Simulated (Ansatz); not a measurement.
# BGeH2 (doublet): the correlation ladder at a displaced geometry (v2), cc-pVTZ

One table from this session's results is given with a row withheld; the runs are named, their logs left out.

The runs use Ansatz 0.2.0, Gaussian basis; cc-pVTZ, core rule «outside noble gas», up to 15 orbitals frozen.

The runs, in order: UHF; CCSD(T) on ROHF; CCSD(T) on UHF; BCCD(T) on ROHF; CISD; CCSDT(Q) on ROHF; CCSDT(Q) on UHF; CASSCF and MRCISD+Q, 9 electrons in 10 orbitals; CASSCF and NEVPT2, 9 electrons in 10 orbitals.

15 further runs of the same task are left out: 2 for a known fault of the program, 3 that didn't finish, 10 set aside as unsound or not needed.

## What is computed

The geometry is a PBE0/def2-TZVP stationary point (not a proven minimum) with its atoms shifted at random (size 0.100 Å). No spin-orbit coupling is included. The filled d shell of Ge may be among the frozen orbitals whatever the setting's name suggests; the logs give the count.

4 atoms, charge 0, spin multiplicity 2.

Atoms are counted from 1 here; the program's logs count them from 0.

Bond lengths: Ge1–B2 1.904 Å, Ge1–H3 1.500 Å, Ge1–H4 1.579 Å. Angles: B2–Ge1–H3 119.8°, B2–Ge1–H4 118.2°, H3–Ge1–H4 121.2°.

Geometry (Å):

```
Ge    0.0220    0.0002   -0.2222
B    -0.1429    0.0085    1.6746
H    -0.0663    1.2895   -0.9845
H     0.0168   -1.3926   -0.9663
```

The first run:

The input, in.yaml:

```yaml
crystal:
  periodic: [false, false, false]
  atoms:
    - {symbol: Ge, position_ang: [0.021957, 0.000160, -0.222163]}
    - {symbol: B, position_ang: [-0.142917, 0.008534, 1.674613]}
    - {symbol: H, position_ang: [-0.066297, 1.289502, -0.984525]}
    - {symbol: H, position_ang: [0.016812, -1.392552, -0.966311]}
basis:
  gaussian: {orbitals: cc-pVTZ}
magnetization: {spin_polarized: true, initial_magnetization: 1}
hamiltonian: {xc: hf}
output: {orbitals: {seedname: orbitals}}
```

Command:

```
ansatz run in.yaml --threads 1 --pin off --events-out ev --progress --plain --max-ram 8192MiB --backend cpu
```

Among the steps run: UHF; CCSD(T) on ROHF; CCSD(T) on UHF; BCCD(T) on ROHF; CISD; CCSDT(Q) on ROHF; CCSDT(Q) on UHF; CASSCF and MRCISD+Q, 9 electrons in 10 orbitals; CASSCF and NEVPT2, 9 electrons in 10 orbitals.

One table of the session follows, with a row left open; its other results are not shown here.

```
          method  from RCCSDT(Q) (kJ/mol)
            ROHF                   +593.2
             UHF                   +554.7
            RMP2                   +125.4
            UMP2                   +147.5
            CISD                    +80.3
           RCCSD                    +34.4
           UCCSD                    +36.5
        RCCSD(T)                     +6.1
        UCCSD(T)                    +10.0
         BCCD(T)                     +6.3
          RCCSDT                        ?
          UCCSDT                     +2.4
       RCCSDT(Q)                        0
       UCCSDT(Q)                      0.0
  CASSCF valence                   +343.4
  NEVPT2 valence                    +88.6
  MRCISD valence                    +28.1
MRCISD+Q valence                     +7.4
```

**Question.** Estimate the row for RCCSDT.

As computed: from RCCSDT(Q) (kJ/mol): +1.9. In the column «from RCCSDT(Q) (kJ/mol)» it lies between UCCSDT(Q) (0.0) and UCCSDT (+2.4).

Caveats from the session: The determinant is far from a pure spin state, so its energy mixes those of several spin states (harmless only where they are near-degenerate, as at dissociation). Restricted and unrestricted rows rest on different reference determinants; where their highest levels disagree by more than a few hundredths of an eV, they describe different states and don't form one ladder.
